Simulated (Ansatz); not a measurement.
# SbC15O32: the cost of one run

Computed with Ansatz 0.2.0 (DFT, PBE, plane-wave PAW, default files, scalar-relativistic, as far as a step names no other, unless a step's input says otherwise).

## (1) The system as given

It takes space group C2 (No. 5, monoclinic). The conventional cell has a = 14.851 Å, b = 12.631 Å, c = 9.569 Å, α = 90.00°, β = 130.11°, γ = 90.00°. Sb (site symmetry 2) is surrounded by 2 O at 1.17 Å. C (site symmetry 2) has 2 O at 1.17 Å as nearest neighbours. C (site symmetry 1) has 2 O at 1.17 Å as nearest neighbours. Only part of the 26 independent sites is listed.

Structure file:

```
CELL_PARAMETERS angstrom
-4.78455 6.31554 5.67889
4.78455 -6.31554 5.67889
4.78455 6.31554 -5.67889
ATOMIC_POSITIONS crystal
Sb 0.80150 0.62500 0.67650
C 0.30150 0.12500 0.67650
C 0.30150 0.62500 0.17650
C 0.80150 0.12500 0.17650
C 0.55150 0.37500 0.17650
C 0.05150 0.87500 0.17650
C 0.05150 0.37500 0.67650
C 0.55150 0.87500 0.67650
C 0.44850 0.12500 0.32350
C 0.94850 0.62500 0.32350
C 0.94850 0.12500 0.82350
C 0.44850 0.62500 0.82350
C 0.19850 0.37500 0.32350
C 0.69850 0.87500 0.32350
C 0.69850 0.37500 0.82350
C 0.19850 0.87500 0.82350
O 0.13996 0.41728 0.42365
O 0.63996 0.91728 0.42365
O 0.63996 0.41728 0.92365
O 0.13996 0.91728 0.92365
O 0.25637 0.33272 0.22268
O 0.75637 0.83272 0.22268
O 0.75637 0.33272 0.72268
O 0.25637 0.83272 0.72268
O 0.38996 0.46631 0.72268
O 0.88996 0.96631 0.72268
O 0.88996 0.46631 0.22268
O 0.38996 0.96631 0.22268
O 0.61004 0.53369 0.27732
O 0.11004 0.03369 0.27732
O 0.11004 0.53369 0.77732
O 0.61004 0.03369 0.77732
O 0.50637 0.28369 0.42365
O 0.00637 0.78369 0.42365
O 0.00637 0.28369 0.92365
O 0.50637 0.78369 0.92365
O 0.49363 0.71631 0.57635
O 0.99363 0.21631 0.57635
O 0.99363 0.71631 0.07635
O 0.49363 0.21631 0.07635
O 0.74363 0.66728 0.77732
O 0.24363 0.16728 0.77732
O 0.24363 0.66728 0.27732
O 0.74363 0.16728 0.27732
O 0.86004 0.58272 0.57635
O 0.36004 0.08272 0.57635
O 0.36004 0.58272 0.07635
O 0.86004 0.08272 0.07635
```

Atom 1 of the input is the impurity.

## (2) Single point at the given positions

input.yaml reads:

```yaml
crystal:
  lattice:
    - [-4.78454533, 6.31553964, 5.67889084]
    - [4.78454533, -6.31553964, 5.67889084]
    - [4.78454533, 6.31553964, -5.67889084]
  atoms:
    - { symbol: Sb, position: [0.80149926, 0.625, 0.67649926] }
    - { symbol: C, position: [0.30149926, 0.125, 0.67649926] }
    - { symbol: C, position: [0.30149926, 0.625, 0.17649926] }
    - { symbol: C, position: [0.80149926, 0.125, 0.17649926] }
    - { symbol: C, position: [0.55149926, 0.375, 0.17649926] }
    - { symbol: C, position: [0.05149926, 0.875, 0.17649926] }
    - { symbol: C, position: [0.05149926, 0.375, 0.67649926] }
    - { symbol: C, position: [0.55149926, 0.875, 0.67649926] }
    - { symbol: C, position: [0.44850074, 0.125, 0.32350074] }
    - { symbol: C, position: [0.94850074, 0.625, 0.32350074] }
    - { symbol: C, position: [0.94850074, 0.125, 0.82350074] }
    - { symbol: C, position: [0.44850074, 0.625, 0.82350074] }
    - { symbol: C, position: [0.19850074, 0.375, 0.32350074] }
    - { symbol: C, position: [0.69850074, 0.875, 0.32350074] }
    - { symbol: C, position: [0.69850074, 0.375, 0.82350074] }
    - { symbol: C, position: [0.19850074, 0.875, 0.82350074] }
    - { symbol: O, position: [0.13995574, 0.41727707, 0.42364979] }
    - { symbol: O, position: [0.63995574, 0.91727707, 0.42364979] }
    - { symbol: O, position: [0.63995574, 0.41727707, 0.92364979] }
    - { symbol: O, position: [0.13995574, 0.91727707, 0.92364979] }
    - { symbol: O, position: [0.25637272, 0.33272293, 0.22267867] }
    - { symbol: O, position: [0.75637272, 0.83272293, 0.22267867] }
    - { symbol: O, position: [0.75637272, 0.33272293, 0.72267867] }
    - { symbol: O, position: [0.25637272, 0.83272293, 0.72267867] }
    - { symbol: O, position: [0.38995574, 0.46630595, 0.72267867] }
    - { symbol: O, position: [0.88995574, 0.96630595, 0.72267867] }
    - { symbol: O, position: [0.88995574, 0.46630595, 0.22267867] }
    - { symbol: O, position: [0.38995574, 0.96630595, 0.22267867] }
    - { symbol: O, position: [0.61004426, 0.53369405, 0.27732133] }
    - { symbol: O, position: [0.11004426, 0.03369405, 0.27732133] }
    - { symbol: O, position: [0.11004426, 0.53369405, 0.77732133] }
    - { symbol: O, position: [0.61004426, 0.03369405, 0.77732133] }
    - { symbol: O, position: [0.50637272, 0.28369405, 0.42364979] }
    - { symbol: O, position: [0.00637272, 0.78369405, 0.42364979] }
    - { symbol: O, position: [0.00637272, 0.28369405, 0.92364979] }
    - { symbol: O, position: [0.50637272, 0.78369405, 0.92364979] }
    - { symbol: O, position: [0.49362728, 0.71630595, 0.57635021] }
    - { symbol: O, position: [0.99362728, 0.21630595, 0.57635021] }
    - { symbol: O, position: [0.99362728, 0.71630595, 0.07635021] }
    - { symbol: O, position: [0.49362728, 0.21630595, 0.07635021] }
    - { symbol: O, position: [0.74362728, 0.66727707, 0.77732133] }
    - { symbol: O, position: [0.24362728, 0.16727707, 0.77732133] }
    - { symbol: O, position: [0.24362728, 0.66727707, 0.27732133] }
    - { symbol: O, position: [0.74362728, 0.16727707, 0.27732133] }
    - { symbol: O, position: [0.86004426, 0.58272293, 0.57635021] }
    - { symbol: O, position: [0.36004426, 0.08272293, 0.57635021] }
    - { symbol: O, position: [0.36004426, 0.58272293, 0.07635021] }
    - { symbol: O, position: [0.86004426, 0.08272293, 0.07635021] }
total_charge: 1
kpoints:
  mp_grid: { grid: [3, 3, 3] }
scf:
  occupations: { method: fermi_dirac, width: 0.01 }
hamiltonian:
  xc: pbe
  pseudopotentials: { kind: paw }
output:
  forces: true
  stress: true
  populations: true
  efg:
    quadrupole_moments_barn: { Sb: -0.543, O: -0.02558 }
    contact_densities: true
  write_density: true
  write_potential: true
  elf: true
  volumetric_format: npy
```

The run is started by

```console
$ ansatz run input.yaml --threads 1 --pin off --max-ram 3072MiB --backend cpu --events-out ev --progress --plain --runs-dir out
```

Q: Estimate wall time and peak memory on 1 thread of Intel Xeon 6975P-C (Granite Rapids), shared host.

About 3.1 min, with a peak of 1.7 GiB.
